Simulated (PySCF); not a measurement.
# C2H5ClO2Si: the cost of one run

Computed with PySCF 2.14.0 and routines of our own; the level stands in each step. Atoms count from 0.

### 1 The system as given

11 atoms, charge 0, multiplicity 1; geometry from: GFN2-xTB.

### 2 Magnetic properties: GIAO PBE/pcSseg-1

What the job is given:

```
{"job": {"kind": "mag", "xc": "PBE", "basis": "pcSseg-1", "isotopologues": 2}, "charge": 0, "multiplicity": 1}
O     -1.127520     2.289507    -0.814373
C     -1.419948     1.219476    -0.347563
Si    -0.291536    -0.328906    -0.409361
O     -1.089062    -1.365008     0.543951
C      1.421781     0.124944     0.311488
Cl     2.375890    -1.374292     0.531325
H     -2.404003     1.092601     0.149857
H     -0.113770    -0.824437    -1.770976
H     -0.715228    -2.194938     0.835440
H      2.001387     0.766526    -0.346496
H      1.367435     0.597197     1.290746
```

Level: GIAO PBE/pcSseg-1 magnetisability, rotational g tensor and spin-rotation constants, non-relativistic, gas phase.

Started as:

```sh
$ OMP_NUM_THREADS=1 python excited_run.py task.json out
```

One launch serves the whole session: the jobs run in the order shown.

Q: Estimate the wall time and peak memory of this first job on 1 thread of Intel Xeon 6975P-C, shared host.

About 15 s, with a peak of 0.47 GiB.
